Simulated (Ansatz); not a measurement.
# GaN2: the cost of one run

Method: cc-pVTZ, core rule «outside noble gas», up to 16 orbitals frozen; program: Ansatz 0.2.0, Gaussian basis.

Plan: UHF; CCSD(T) on ROHF; CCSD(T) on UHF; BCCD(T) on ROHF; CCSDT(Q) on ROHF; CASSCF and NEVPT2, 13 electrons in 12 orbitals.

5 further runs of the same task are left out: 2 for a known fault of the program, 3 set aside as unsound or not needed.

**1. The system**

The geometry is a PBE0/def2-TZVP stationary point (not a proven minimum) of the parent state, kept for this charge and spin. No spin-orbit coupling is included. The filled d shell of Ga may be among the frozen orbitals whatever the setting's name suggests; the logs give the count.

3 atoms, charge 0, spin multiplicity 2.

Atoms are counted from 1 here; the program's logs count them from 0.

Bond lengths: N1–Ga2 1.807 Å, Ga2–N3 1.807 Å. Angles: N1–Ga2–N3 180.0°.

**2. UHF**

in.yaml reads:

```yaml
crystal:
  periodic: [false, false, false]
  atoms:
    - {symbol: N, position_ang: [0.000000, 0.000000, 1.806600]}
    - {symbol: Ga, position_ang: [0.000000, 0.000000, 0.000000]}
    - {symbol: N, position_ang: [0.000000, 0.000000, -1.806600]}
basis:
  gaussian: {orbitals: cc-pVTZ}
magnetization: {spin_polarized: true, initial_magnetization: 1}
hamiltonian: {xc: hf}
output: {orbitals: {seedname: orbitals}}
```

Started as:

```
ansatz run in.yaml --threads 1 --pin off --events-out ev --progress --plain --max-ram 4096MiB --backend cpu
```

What time and memory should one allow on 1 thread of AMD EPYC 7R13, shared host?

About 28 s, with a peak of 0.34 GiB.
